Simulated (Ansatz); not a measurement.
# H₂LiSeSi radical (SMILES [Li][Se][SiH2]): energies and forces away from the minimum

Aim: displace all atoms at random from the minimum and see how well density functionals give the CCSD(T) energy and forces there.

Program: Ansatz 0.2.0, Gaussian basis. Level of theory: single points with forces in def2-TZVPP. These are calculated values, not measurements.

Levels: PBE-D4, r2SCAN-D4, PBE0-D4, wB97M-V, Hartree-Fock, MP2, CCSD, CCSD(T). Each coordinate is moved by a Gaussian draw of the width named (0.7 of it for atoms other than hydrogen): 0.09, 0.02 Å.

Correlated methods freeze the cores. Filled d shells of the heavier atoms are correlated. The outer core shell of Li, Na, Mg and K is correlated. Orbitals are unrestricted.

41 further runs of the same task are left out: 41 set aside as unsound or not needed.

## 1. The starting structure

The minimum, relaxed at PBE0-D4: SMILES `[Li][Se][SiH2]`, 5 atoms, charge 0, spin multiplicity 2.

Atoms are counted from 1 here; the program's logs count them from 0.

Bond lengths: Li1–Se2 2.328 Å, Li1–Si3 2.545 Å, Li1–H4 1.877 Å, Se2–Si3 2.209 Å, Si3–H4 1.554 Å, Si3–H5 1.497 Å. Angles: Se2–Li1–Si3 53.7°, Se2–Li1–H4 91.1°, Si3–Li1–H4 37.4°, Li1–Se2–Si3 68.2°, Li1–Si3–Se2 58.1°, Li1–Si3–H4 47.3°, Li1–Si3–H5 122.3°, Se2–Si3–H4 105.4°, Se2–Si3–H5 117.1°, H4–Si3–H5 102.0°, Li1–H4–Si3 95.3°.

As a file:

```csv
atom,x (Å),y (Å),z (Å)
Li1,-1.00829,-1.17635,0.85775
Se2,1.28105,-0.80495,1.05669
Si3,0.42030,0.27645,-0.66710
H4,-1.09484,-0.06690,-0.65404
H5,0.40179,1.77175,-0.59330
```

Energies of the minimum (eV), from earlier single points: PBE-D4 -73451.16476, r2SCAN-D4 -73464.57496, PBE0-D4 -73454.15752, B3LYP-D4 -73467.56212, wB97M-V -73460.93979, CCSD(T) -73413.80350.

## 2. Structure 1, width 0.09 Å

The input, pbe-tzvpp/in.yaml:

```yaml
crystal:
  periodic: [false, false, false]
  atoms:
    - {symbol: Li, position_ang: [-1.023138, -1.272645, 0.847003]}
    - {symbol: Se, position_ang: [1.390482, -0.797844, 1.049937]}
    - {symbol: Si, position_ang: [0.328010, 0.227960, -0.806599]}
    - {symbol: H, position_ang: [-1.167762, -0.086152, -0.783290]}
    - {symbol: H, position_ang: [0.539083, 1.826428, -0.586153]}
basis:
  gaussian: {orbitals: def2-TZVPP}
magnetization: {spin_polarized: true, initial_magnetization: 1}
hamiltonian: {xc: pbe, dispersion: d4}
output: {forces: true}
```

r2scan-tzvpp/in.yaml, as changes to pbe-tzvpp/in.yaml:

```diff
-hamiltonian: {xc: pbe, dispersion: d4}
+hamiltonian: {xc: r2scan, dispersion: d4}
```

pbe0-tzvpp/in.yaml:

```diff
-hamiltonian: {xc: pbe, dispersion: d4}
-output: {forces: true}
+hamiltonian: {xc: pbe0, dispersion: d4}
+output: {forces: true, orbitals: {seedname: orbitals}}
```

wb97mv-tzvpp/in.yaml:

```diff
-hamiltonian: {xc: pbe, dispersion: d4}
+hamiltonian: {xc: {name: wB97M-V}}
```

ccsdt-tzvpp/in.yaml:

```diff
-hamiltonian: {xc: pbe, dispersion: d4}
+correlation: {method: ccsd_t}
+scf: {omitted_lower_state_checks: [cluster_reference]}
```

Each run has its own folder and the same command.

Started as:

```bash
$ ansatz run in.yaml --threads 2 --pin off --events-out ev --progress --plain --max-ram 4352MiB
```

pbe-tzvpp printed:

```text
Functional definition: PBE
  name "PBE"
  cite "Perdew, Burke & Ernzerhof, Phys. Rev. Lett. 77, 3865 (1996) doi:10.1103/PhysRevLett.77.3865"
  parent pbe
  parameter kappa = 0.804
  parameter beta = 0.06672455060314922
  exchange = pbe_x(kappa = kappa, mu = beta*pi^2/3)
  correlation = pbe_c(beta = beta)
938 factors; their error is unknown
mean field evaluation 1: about -73449.1031 eV, gradient 1.5e1 eV
mean field evaluation 2: about -73448.2860 eV, gradient 1.8e1 eV
mean field evaluation 4: about -73450.6869 eV, gradient 3.6e0 eV
mean field evaluation 8: about -73450.7843 eV, gradient 6.7e-2 eV
mean field evaluation 16: about -73450.7398 eV, gradient 2.4e-4 eV
mean field -73450.73981544 eV, -2699.2649015178 hartree, gradient 4.4e-5 eV, S^2 0.754024; 1 other end points of the search recorded, 0 dependent functions left out
the calculation of the forces begins
reference -73450.73985801 eV, -2699.2649030822 hartree; 27, 26 occupied and 110, 111 virtual orbitals, 938 factors
Total energy: -73450.84809090 eV, -2699.2688805674 hartree
Atom 0 at    -1.023138    -1.272645     0.847003 Å, force     0.446288     0.117569     0.043049 eV/Å
Atom 1 at     1.390482    -0.797844     1.049937 Å, force    -1.303904     0.318526    -1.159517 eV/Å
Atom 2 at     0.328010     0.227960    -0.806599 Å, force     1.763765     0.937828     1.157252 eV/Å
Atom 3 at    -1.167762    -0.086152    -0.783290 Å, force    -0.397264    -0.052508     0.296146 eV/Å
Atom 4 at     0.539083     1.826428    -0.586153 Å, force    -0.508885    -1.321415    -0.336930 eV/Å
Dipole moment:    -1.158802    -0.397419     0.137055 e Å
```

Log of r2scan-tzvpp:

```text
Functional definition: r2SCAN
  name "r2SCAN"
  cite "Furness, Kaplan, Ning, Perdew & Sun, J. Phys. Chem. Lett. 11, 8208 (2020) doi:10.1021/acs.jpclett.0c02405"
  cite "Furness, Kaplan, Ning, Perdew & Sun, J. Phys. Chem. Lett. 11, 9248 (2020) doi:10.1021/acs.jpclett.0c03077"
  parent r2scan
  parameter k0 = 0.174
  parameter k1 = 0.065
  parameter a1 = 4.9479
  exchange = r2scan_x(k0 = k0, k1 = k1, a1 = a1)
  correlation = r2scan_c
938 factors; their error is unknown
mean field evaluation 1: about -73462.8127 eV, gradient 1.3e1 eV
mean field evaluation 2: about -73462.2733 eV, gradient 1.7e1 eV
mean field evaluation 4: about -73464.1616 eV, gradient 2.5e0 eV
mean field evaluation 8: about -73464.2048 eV, gradient 8.5e-2 eV
mean field evaluation 16: about -73464.1601 eV, gradient 6.5e-4 eV
mean field -73464.16013299 eV, -2699.7580890910 hartree, gradient 5.4e-5 eV, S^2 0.758344; 0 other end points of the search recorded, 0 dependent functions left out
the calculation of the forces begins
reference -73464.16015151 eV, -2699.7580897716 hartree; 27, 26 occupied and 110, 111 virtual orbitals, 938 factors
Total energy: -73464.18223831 eV, -2699.7589014467 hartree
Atom 0 at    -1.023138    -1.272645     0.847003 Å, force     0.454949     0.084588     0.083328 eV/Å
Atom 1 at     1.390482    -0.797844     1.049937 Å, force    -1.458172     0.412200    -1.410208 eV/Å
Atom 2 at     0.328010     0.227960    -0.806599 Å, force     1.744307     1.049516     1.496795 eV/Å
Atom 3 at    -1.167762    -0.086152    -0.783290 Å, force    -0.189999     0.003157     0.254269 eV/Å
Atom 4 at     0.539083     1.826428    -0.586153 Å, force    -0.551085    -1.549461    -0.424184 eV/Å
Dipole moment:    -1.236327    -0.396333     0.098852 e Å
```

Output in pbe0-tzvpp:

```text
Functional definition: PBE0
  name "PBE0"
  cite "Adamo & Barone, J. Chem. Phys. 110, 6158 (1999) doi:10.1063/1.478522"
[... 2 set-up lines as earlier in the session ...]
  parameter a = 0.25
[... 2 set-up lines as earlier in the session ...]
  exchange = (1 - a)*pbe_x(kappa = kappa, mu = beta*pi^2/3) + a*exact_x
[... 1 set-up line as earlier in the session ...]
966 factors; their error is unknown
mean field evaluation 1: about -73452.1519 eV, gradient 1.2e1 eV
mean field evaluation 2: about -73452.0370 eV, gradient 1.3e1 eV
mean field evaluation 4: about -73453.2134 eV, gradient 1.2e0 eV
mean field evaluation 8: about -73453.6571 eV, gradient 6.3e-2 eV
mean field evaluation 16: about -73453.6571 eV, gradient 8.5e-5 eV
mean field -73453.65714502 eV, -2699.3721114025 hartree, gradient 8.5e-5 eV, S^2 0.757635; 0 other end points of the search recorded, 0 dependent functions left out
the calculation of the forces begins
reference -73453.65717692 eV, -2699.3721125749 hartree; 27, 26 occupied and 110, 111 virtual orbitals, 966 factors
Total energy: -73453.74833715 eV, -2699.3754626513 hartree
Atom 0 at    -1.023138    -1.272645     0.847003 Å, force     0.513131     0.114399     0.072004 eV/Å
Atom 1 at     1.390482    -0.797844     1.049937 Å, force    -1.539443     0.429047    -1.453255 eV/Å
Atom 2 at     0.328010     0.227960    -0.806599 Å, force     1.793518     1.018710     1.516476 eV/Å
Atom 3 at    -1.167762    -0.086152    -0.783290 Å, force    -0.219963    -0.018717     0.272677 eV/Å
Atom 4 at     0.539083     1.826428    -0.586153 Å, force    -0.547243    -1.543438    -0.407903 eV/Å
Dipole moment:    -1.221222    -0.388182     0.093582 e Å
```

Log of wb97mv-tzvpp:

```text
Functional definition: wB97M-V
  name "wB97M-V"
  cite "Mardirossian & Head-Gordon, J. Chem. Phys. 144, 214110 (2016) doi:10.1063/1.4952647"
  cite "Becke, J. Chem. Phys. 107, 8554 (1997) doi:10.1063/1.475007"
  cite "Vydrov & Van Voorhis, J. Chem. Phys. 133, 244103 (2010) doi:10.1063/1.3521275"
  # Of w^i u^j: cxij and so on, Table III.
  parameter omega = 0.3/bohr
  parameter cx = 0.15
  parameter cx01 = 1.007
  parameter cx10 = 0.259
  parameter css00 = 0.443
  parameter css04 = -1.437
  parameter css10 = -4.535
  parameter css20 = -3.390
  parameter css43 = 4.278
  parameter cos00 = 1.000
  parameter cos10 = 1.358
  parameter cos20 = 2.924
  parameter cos21 = -8.812
  parameter cos60 = -1.390
  parameter cos61 = 9.142
  parameter b = 6.0
  parameter c = 0.01
  gx(w, u) = 1 - cx + cx01*u + cx10*w
  gss(w, u) = css00 + css04*u^4 + css10*w + css20*w^2 + css43*w^4*u^3
  gos(w, u) = cos00 + cos10*w + (cos20 + cos21*u)*w^2 + (cos60 + cos61*u)*w^6
  exchange = spin_sum(e_x_unif_sr(omega)*gx(b97_w, b97_u_x)) + cx*exact_x_sr(omega) + exact_x_lr(omega)
  correlation = spin_sum(e_c_pw_mod_same_spin*gss(b97_w, b97_u_same))
      + integral(e_c_pw_mod_opposite_spin*gos(b97_w_opposite, b97_u_opposite)) + vv10(b, c)
949 factors; their error is unknown
218 factors; integrals over basis functions are off by at most 2.6e-5 eV
mean field evaluation 1: about -73459.2464 eV, gradient 1.1e1 eV
mean field evaluation 2: about -73459.6950 eV, gradient 9.9e0 eV
mean field evaluation 4: about -73460.2540 eV, gradient 5.1e-1 eV
mean field evaluation 8: about -73460.5035 eV, gradient 2.1e-1 eV
mean field evaluation 16: about -73460.5038 eV, gradient 1.2e-3 eV
mean field -73460.50384967 eV, -2699.6237231576 hartree, gradient 2.1e-5 eV, S^2 0.756932; 0 other end points of the search recorded, 0 dependent functions left out
the calculation of the forces begins
reference -73460.50390079 eV, -2699.6237250362 hartree; 27, 26 occupied and 110, 111 virtual orbitals, 949 factors
Total energy: -73460.50390079 eV, -2699.6237250362 hartree
Atom 0 at    -1.023138    -1.272645     0.847003 Å, force     0.485825     0.092812     0.100432 eV/Å
Atom 1 at     1.390482    -0.797844     1.049937 Å, force    -1.589991     0.470870    -1.522923 eV/Å
Atom 2 at     0.328010     0.227960    -0.806599 Å, force     1.785637     1.103334     1.543617 eV/Å
Atom 3 at    -1.167762    -0.086152    -0.783290 Å, force    -0.100226     0.010930     0.292737 eV/Å
Atom 4 at     0.539083     1.826428    -0.586153 Å, force    -0.581245    -1.677947    -0.413862 eV/Å
Dipole moment:    -1.229347    -0.396324     0.063822 e Å
```

Output in ccsdt-tzvpp:

```text
Functional definition: HF
  name "HF"
  cite "Fock, Z. Phys. 61, 126 (1930) doi:10.1007/BF01340294"
[... 1 set-up line as earlier in the session ...]
  exchange = exact_x
  correlation = 0
these checks for a lower state are left out or cut short: cluster_reference
872 factors; integrals over basis functions are off by at most 1.1e-3 eV
mean field evaluation 1: about -73399.2575 eV, gradient 1.2e1 eV
mean field evaluation 2: about -73399.2623 eV, gradient 1.2e1 eV
mean field evaluation 4: about -73400.6522 eV, gradient 2.2e0 eV
mean field evaluation 8: about -73400.7464 eV, gradient 1.8e-1 eV
mean field -73400.74896828 eV, -2697.4277717695 hartree, gradient 1.5e-6 eV, S^2 0.768531; 0 other end points of the search recorded, 0 dependent functions left out
14 core orbitals not correlated: weight in the atoms' cores, before any rotation towards them, 1.000 or more for the frozen orbitals, at most 0.000 for the correlated occupied ones
reference -73400.74896828 eV, -2697.4277717695 hartree; 13, 12 occupied and 110, 111 virtual orbitals, 872 factors
second order -11.40032295 eV of doubles, -0.00000000 eV of singles
cycle   1  -11.72898141 eV  change   -3.3e-1 eV  update   8.9e-2
cycle   2  -12.09980069 eV  change   -3.7e-1 eV  update   3.1e-2
cycle   3  -12.16987158 eV  change   -7.0e-2 eV  update   2.2e-2
cycle   4  -12.15567631 eV  change    1.4e-2 eV  update   1.1e-2
cycle   5  -12.16150170 eV  change   -5.8e-3 eV  update   7.2e-3
cycle   6  -12.16415635 eV  change   -2.7e-3 eV  update   3.5e-3
cycle   7  -12.16460488 eV  change   -4.5e-4 eV  update   1.4e-3
cycle   8  -12.16522535 eV  change   -6.2e-4 eV  update   6.8e-4
cycle   9  -12.16521761 eV  change    7.7e-6 eV  update   3.3e-4
cycle  10  -12.16504700 eV  change    1.7e-4 eV  update   1.8e-4
cycle  11  -12.16515908 eV  change   -1.1e-4 eV  update   1.0e-4
cycle  12  -12.16513799 eV  change    2.1e-5 eV  update   5.6e-5
cycle  13  -12.16516830 eV  change   -3.0e-5 eV  update   2.6e-5
cycle  14  -12.16516217 eV  change    6.1e-6 eV  update   1.2e-5
cycle  15  -12.16515104 eV  change    1.1e-5 eV  update   4.8e-6
cycle  16  -12.16515310 eV  change   -2.1e-6 eV  update   2.1e-6
cycle  17  -12.16515294 eV  change    1.7e-7 eV  update   1.0e-6
perturbative correction -0.49063898 eV, -0.0180306499 hartree
the calculation of the forces begins
working
mean field evaluation 16: about -73400.7490 eV, gradient 1.5e-6 eV
Total energy: -73413.40476019 eV, -2697.8928635440 hartree
Atom 0 at    -1.023138    -1.272645     0.847003 Å, force     0.414928     0.072413     0.087487 eV/Å
Atom 1 at     1.390482    -0.797844     1.049937 Å, force    -1.438929     0.406470    -1.406039 eV/Å
Atom 2 at     0.328010     0.227960    -0.806599 Å, force     1.692914     1.155538     1.492716 eV/Å
Atom 3 at    -1.167762    -0.086152    -0.783290 Å, force    -0.104488     0.002942     0.271443 eV/Å
Atom 4 at     0.539083     1.826428    -0.586153 Å, force    -0.564426    -1.637362    -0.445606 eV/Å
Dipole moment:    -1.244296    -0.404522     0.104030 e Å
Checks for a lower state left out: cluster_reference
```

Wall times: 1.2 s (pbe-tzvpp), 2.2 s (r2scan-tzvpp), 1.4 s (pbe0-tzvpp), 5.5 s (wb97mv-tzvpp), 2 min (ccsdt-tzvpp) on 2 threads of AMD EPYC 9R45, shared host; peak memory 2.9 GiB.

```csv
method,RMS force component (eV/Å),RMS error against CCSD(T) (eV/Å),angle to CCSD(T) forces (°),dipole (D)
PBE-D4,0.859,0.175,8.5,5.92
r2SCAN-D4,0.962,0.046,2.7,6.25
PBE0-D4,0.982,0.072,4.2,6.17
wB97M-V,1.018,0.065,2.6,6.21
CCSD(T),0.970,reference,reference,6.30
```

(Part 1 of 2 ends here.)
